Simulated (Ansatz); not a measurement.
# C2H12AlNOSi: up Jacob's ladder to CCSD(T)

One table from this session's results is given with a row withheld; the runs are named, their logs left out.

Program: Ansatz 0.2.0, Gaussian basis. Level of theory: functionals in def2-TZVPP, the program's frozen cores in correlated methods. These are calculated values, not measurements.

Levels to be run: LDA (SPW92), PBE-D4, revPBE-D4, BLYP-D4, r2SCAN-D4, B97M-V, PBE0-D4, B3LYP-D4, r2SCANh-D4, r2SCAN0-D4, HSE06-D4, BHLYP-D4, CAM-B3LYP-D4, LC-ωPBE, ωB97X-V, ωB97M-V, B2PLYP, PBE-QIDH; CCSD(T)/def2-SVP; MP2/def2-TZVPP; RPA on PBE.

1 further run of the same task is left out (it didn't finish). Runs told in other sessions of the task aren't counted.

## Structure used throughout

All runs share one geometry, relaxed beforehand with PBE0-D4 in a triple-zeta def2 set.

18 atoms, charge 0, spin multiplicity 1.

Atoms are counted from 1 here; the program's logs count them from 0.

Bond lengths: C1–Al2 1.973 Å, C1–H7 1.095 Å, C1–H8 1.097 Å, C1–H9 1.096 Å, Al2–C3 1.971 Å, Al2–O4 1.745 Å, Al2–N5 2.068 Å, C3–H10 1.096 Å, C3–H11 1.097 Å, C3–H12 1.096 Å, O4–H13 0.954 Å, N5–Si6 1.778 Å, N5–H14 1.016 Å, N5–H15 1.020 Å, Si6–H16 1.479 Å, Si6–H17 1.486 Å, Si6–H18 1.477 Å. Angles: Al2–C1–H7 114.1°, Al2–C1–H8 109.3°, Al2–C1–H9 113.1°, H7–C1–H8 106.3°, H7–C1–H9 107.6°, H8–C1–H9 105.9°, C1–Al2–C3 117.4°, C1–Al2–O4 117.2°, C1–Al2–N5 107.0°, C3–Al2–O4 117.5°, C3–Al2–N5 102.4°, O4–Al2–N5 88.5°, Al2–C3–H10 112.8°, Al2–C3–H11 112.5°, Al2–C3–H12 111.2°, H10–C3–H11 107.5°, H10–C3–H12 106.3°, H11–C3–H12 106.1° and more.

Coordinates:

```mol
C2H12AlNOSi
  3D, bonds by distance, orders not assigned

 18 17  0  0  0  0  0  0  0  0999 V2000
   -1.5648   -0.3124   -1.1228 C   0  0
   -0.6647    0.2644    0.5356 Al  0  0
   -0.7225   -0.9655    2.0748 C   0  0
   -0.6312    1.9764    0.8718 O   0  0
    1.3586    0.3630    0.1206 N   0  0
    1.8689    0.0648   -1.5566 Si  0  0
   -1.4037    0.3562   -1.9747 H   0  0
   -2.6484   -0.3420   -0.9556 H   0  0
   -1.2814   -1.3236   -1.4358 H   0  0
   -0.0924   -0.6326    2.9073 H   0  0
   -0.4097   -1.9825    1.8101 H   0  0
   -1.7391   -1.0544    2.4741 H   0  0
   -1.4047    2.5155    1.0153 H   0  0
    1.8454   -0.2178    0.7966 H   0  0
    1.4776    1.3352    0.4071 H   0  0
    1.5151   -1.3343   -1.8785 H   0  0
    3.3378    0.2507   -1.6795 H   0  0
    1.1591    1.0388   -2.4097 H   0  0
  1  2  8  0
  2  3  8  0
  2  4  8  0
  2  5  8  0
  5  6  8  0
  1  7  8  0
  1  8  8  0
  1  9  8  0
  3 10  8  0
  3 11  8  0
  3 12  8  0
  4 13  8  0
  5 14  8  0
  5 15  8  0
  6 16  8  0
  6 17  8  0
  6 18  8  0
M  END
```

The first run:

Contents of in.yaml:

```yaml
crystal:
  periodic: [false, false, false]
  atoms:
    - {symbol: C, position_ang: [-1.564796, -0.312367, -1.122810]}
    - {symbol: Al, position_ang: [-0.664671, 0.264377, 0.535622]}
    - {symbol: C, position_ang: [-0.722502, -0.965455, 2.074762]}
    - {symbol: O, position_ang: [-0.631224, 1.976365, 0.871795]}
    - {symbol: N, position_ang: [1.358630, 0.363049, 0.120574]}
    - {symbol: Si, position_ang: [1.868883, 0.064753, -1.556636]}
    - {symbol: H, position_ang: [-1.403744, 0.356201, -1.974675]}
    - {symbol: H, position_ang: [-2.648363, -0.342034, -0.955617]}
    - {symbol: H, position_ang: [-1.281382, -1.323589, -1.435848]}
    - {symbol: H, position_ang: [-0.092416, -0.632596, 2.907342]}
    - {symbol: H, position_ang: [-0.409650, -1.982528, 1.810077]}
    - {symbol: H, position_ang: [-1.739099, -1.054393, 2.474073]}
    - {symbol: H, position_ang: [-1.404682, 2.515474, 1.015290]}
    - {symbol: H, position_ang: [1.845399, -0.217754, 0.796631]}
    - {symbol: H, position_ang: [1.477587, 1.335249, 0.407097]}
    - {symbol: H, position_ang: [1.515119, -1.334260, -1.878494]}
    - {symbol: H, position_ang: [3.337808, 0.250698, -1.679530]}
    - {symbol: H, position_ang: [1.159111, 1.038800, -2.409653]}
basis:
  gaussian: {orbitals: def2-TZVPP}
hamiltonian: {xc: lda}
output: {orbitals: {seedname: orbitals}}
```

Started as:

```
ansatz run in.yaml --threads 4 --pin off --events-out ev --progress --plain --max-ram 11315MiB
```

Among the steps run: LDA; PBE-D4 (GGA); revPBE-D4 (GGA); BLYP-D4 (GGA); r2SCAN-D4 (meta-GGA); B97M-V (meta-GGA); PBE0-D4 (hybrid); B3LYP-D4 (hybrid); r2SCANh-D4 (hybrid); r2SCAN0-D4 (hybrid); HSE06-D4 (hybrid); BHLYP-D4 (hybrid); CAM-B3LYP-D4 (range-separated); LC-ωPBE (range-separated); ωB97X-V (range-separated); ωB97M-V (range-separated); B2PLYP (double hybrid); PBE-QIDH (double hybrid).

One table of the session follows, with a row left open; its other results are not shown here.

It belongs to the step «Frontier levels by functional». 

| functional | HOMO (eV) | gap (eV) |
| --- | --- | --- |
| LDA (SPW92) | -5.54 | 4.08 |
| PBE-D4 | -5.40 | 4.15 |
| revPBE-D4 | -5.34 | 4.20 |
| BLYP-D4 | -5.28 | 4.13 |
| r2SCAN-D4 | -5.67 | 4.87 |
| B97M-V | -5.77 | 4.62 |
| PBE0-D4 | -6.71 | 6.30 |
| B3LYP-D4 | -6.49 | 5.83 |
| r2SCANh-D4 | -6.16 | 5.63 |
| r2SCAN0-D4 | -6.90 | 6.76 |
| HSE06-D4 | ? | ? |
| BHLYP-D4 | -7.93 | 8.29 |
| CAM-B3LYP-D4 | -8.09 | 8.59 |
| LC-ωPBE | -9.45 | 11.18 |
| ωB97X-V | -9.10 | 10.62 |
| ωB97M-V | -8.97 | 10.12 |

Estimate the missing values for HSE06-D4.

As computed: HOMO (eV): -6.30; gap (eV): 5.53. In the column «HOMO (eV)» it lies between B3LYP-D4 (-6.49) and r2SCANh-D4 (-6.16).
